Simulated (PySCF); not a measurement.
# Zr³⁺: ionisation energy in aug-cc-pwCVTZ-PP with ECP28

Each state of zirconium is computed at each level; their differences give the ionisation energy. How far do the methods differ?

Method: unrestricted determinants in a Gaussian basis, no spin-orbit coupling in the energies. Code: PySCF 2.14.0.

## Step 1: Starting point

| Property | Result |
| --- | --- |
| Element | zirconium (Z = 40) |
| Basis | aug-cc-pwCVTZ-PP with ECP28MDF (8s8p7d4f3g, 122 functions) |
| Hamiltonian | scalar relativity through the core potential |
| State 1 | Zr³⁺: [Kr] 4d1, 2D determinant |
| Needed too, but not shown | Zr²⁺ [Kr] 4d2 (3F) |
| Methods | UHF, LDA, PBE, PBE0, r2SCAN, HSE06, TPSSh, M06-L, MP2 |
| Core shells frozen in the correlated runs | valence and next inner shell: nothing (for Zr³⁺) |

Outer shells as boxes (Hund's rule):

Zr3+ [Kr] 4d1
```
[Kr] core
4d [↑ ][  ][  ][  ][  ]
```

One driver process ran all states and methods and kept the integrals in memory. Each run is shown as a PySCF script that sums up its settings (the driver passes frozen orbitals as a list and adds second-order terms of double hybrids); the logs are those of the runs themselves. The driver starts from symmetry-adapted Hartree-Fock orbitals, holds the occupation by maximum overlap and uses a logarithmic radial grid for functionals, so a plain start would take other cycles.

The integrals over 122 functions and the set-up took 1.5 s of CPU time.

## Step 2: Zr³⁺, method by method

Level: UHF.

File input.py:

```python
from pyscf import gto, scf, dft, mp, cc
import basis_set_exchange as bse
txt = bse.get_basis("aug-cc-pwCVTZ-PP", elements=["Zr"], fmt="nwchem", header=False)
cut = txt.index("\nECP")
mol = gto.M(atom="Zr 0 0 0", charge=3, spin=1, symmetry="D2h",
            basis=gto.basis.parse(txt[:cut]),
            ecp={"Zr": gto.basis.parse_ecp(txt[cut:])})
mf = scf.UHF(mol)
mf.irrep_nelec = {'Ag': (1, 1), 'B1g': (1, 0), 'B1u': (1, 1), 'B2u': (1, 1), 'B3u': (1, 1)}
mf.kernel()
```

Level: LDA.

input.py, as changed from the run before:

```diff
@@ -7,3 +7,3 @@
             ecp={"Zr": gto.basis.parse_ecp(txt[cut:])})
-mf = scf.UHF(mol)
+mf = dft.UKS(mol, xc="LDA,VWN")
 mf.irrep_nelec = {'Ag': (1, 1), 'B1g': (1, 0), 'B1u': (1, 1), 'B2u': (1, 1), 'B3u': (1, 1)}
```

Level: PBE.

input.py, as changed from the run before:

```diff
@@ -7,3 +7,3 @@
             ecp={"Zr": gto.basis.parse_ecp(txt[cut:])})
-mf = dft.UKS(mol, xc="LDA,VWN")
+mf = dft.UKS(mol, xc="PBE")
 mf.irrep_nelec = {'Ag': (1, 1), 'B1g': (1, 0), 'B1u': (1, 1), 'B2u': (1, 1), 'B3u': (1, 1)}
```

Level: PBE0.

input.py, as changed from the run before:

```diff
@@ -7,3 +7,3 @@
             ecp={"Zr": gto.basis.parse_ecp(txt[cut:])})
-mf = dft.UKS(mol, xc="PBE")
+mf = dft.UKS(mol, xc="PBE0")
 mf.irrep_nelec = {'Ag': (1, 1), 'B1g': (1, 0), 'B1u': (1, 1), 'B2u': (1, 1), 'B3u': (1, 1)}
```

Level: r2SCAN.

input.py, as changed from the run before:

```diff
@@ -7,3 +7,3 @@
             ecp={"Zr": gto.basis.parse_ecp(txt[cut:])})
-mf = dft.UKS(mol, xc="PBE0")
+mf = dft.UKS(mol, xc="R2SCAN")
 mf.irrep_nelec = {'Ag': (1, 1), 'B1g': (1, 0), 'B1u': (1, 1), 'B2u': (1, 1), 'B3u': (1, 1)}
```

Level: HSE06.

input.py, as changed from the run before:

```diff
@@ -7,3 +7,3 @@
             ecp={"Zr": gto.basis.parse_ecp(txt[cut:])})
-mf = dft.UKS(mol, xc="R2SCAN")
+mf = dft.UKS(mol, xc="HSE06")
 mf.irrep_nelec = {'Ag': (1, 1), 'B1g': (1, 0), 'B1u': (1, 1), 'B2u': (1, 1), 'B3u': (1, 1)}
```

Level: TPSSh.

input.py, as changed from the run before:

```diff
@@ -7,3 +7,3 @@
             ecp={"Zr": gto.basis.parse_ecp(txt[cut:])})
-mf = dft.UKS(mol, xc="HSE06")
+mf = dft.UKS(mol, xc="TPSSH")
 mf.irrep_nelec = {'Ag': (1, 1), 'B1g': (1, 0), 'B1u': (1, 1), 'B2u': (1, 1), 'B3u': (1, 1)}
```

Level: M06-L.

input.py, as changed from the run before:

```diff
@@ -7,3 +7,3 @@
             ecp={"Zr": gto.basis.parse_ecp(txt[cut:])})
-mf = dft.UKS(mol, xc="TPSSH")
+mf = dft.UKS(mol, xc="M06L")
 mf.irrep_nelec = {'Ag': (1, 1), 'B1g': (1, 0), 'B1u': (1, 1), 'B2u': (1, 1), 'B3u': (1, 1)}
```

Level: MP2 (valence and next inner shell).

input.py, as changed from the run before:

```diff
@@ -7,4 +7,5 @@
             ecp={"Zr": gto.basis.parse_ecp(txt[cut:])})
-mf = dft.UKS(mol, xc="M06L")
+mf = scf.UHF(mol)
 mf.irrep_nelec = {'Ag': (1, 1), 'B1g': (1, 0), 'B1u': (1, 1), 'B2u': (1, 1), 'B3u': (1, 1)}
 mf.kernel()
+mp.UMP2(mf, frozen=0).kernel()
```

What does the calculation give?

As calculated:

| quantity | value |
| --- | --- |
| ionisation energy, Zr²⁺ | UHF 22.410, MP2 (valence and next inner shell) 22.947 eV; reference 23.170 |

What this shows: The methods span 0.949 eV, from UHF (22.410) to PBE (23.360). The reference is uncertain or not like for like (spin-orbit coupling or other relativistic terms), so no ranking of close methods is drawn. The basis is finite, and no extrapolation was made.
